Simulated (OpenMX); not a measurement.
**MnCuAs under changes of volume**

One of the cells (14.618 Å³/atom); the others are scaled copies at fixed shape and fractional positions:

```
As Cu Mn
1.0
     3.69949    0.00000    0.00000
     0.00000    3.69949    0.00000
     0.00000    0.00000    6.40842
As Cu Mn
2 2 2
Direct
  0.50000 0.00000 0.22375
  0.00000 0.50000 0.77625
  0.50000 0.50000 0.50000
  0.00000 0.00000 0.50000
  0.50000 0.00000 0.83598
  0.00000 0.50000 0.16402
```

The cell is a database's computed one.

```yaml
Program: OpenMX 3.8.5
Functional: PBE
Potentials_or_basis: OpenMX 2013 PBE set, As7.0-s3p2d1, Cu6.0H-s2p2d1, Mn6.0-s2p2d1, fixed grid of 50 × 50 × 84 points
k_mesh: 7 × 7 × 5
Occupations: fermi-dirac, width 0.05 eV
Spin: collinear spin, ferromagnetic start
Starting_moments: "[0.0, 0.0, 0.6, 0.6, 4.0, 4.0] μB"
```

```csv
volume (Å³/atom),energy over the lowest point (meV/atom),moment (μB per cell),largest force (eV/Å)
13.741,101.17,7.37,0.245
14.033,72.28,7.53,0.245
14.326,48.78,7.69,0.310
14.618,30.36,7.84,0.342
14.910,16.42,7.98,0.385
15.203,?,?,?
15.495,0.00,8.26,0.480
```

Task: What does the run at 15.203 Å³/atom give?

Result: Energy over the lowest point 6.43 meV/atom; moment 8.12 μB per cell; largest force 0.445 eV/Å.

Worked out: A Birch-Murnaghan fit of order 3 (a polynomial in V^(-2/3)) to the other rows has no minimum within the range. It gives 6.39 meV/atom at 15.203 Å³/atom, against the run's 6.43. A straight line through the other rows of the moment, of slope 0.507 μB per Å³/atom, gives 8.12 μB, against the run's 8.12.

Energies are extrapolated to zero smearing.

Caveats: the basis has few d functions beyond the semicore shells, which can make volumes several per cent too large; the transition metal has a single d function, too few for pressures, volumes and moments; the basis of atomic orbitals isn't converged, which shifts pressures, moduli and gaps; only a ferromagnetic start was run, and an antiferromagnetic order may lie lower in energy.
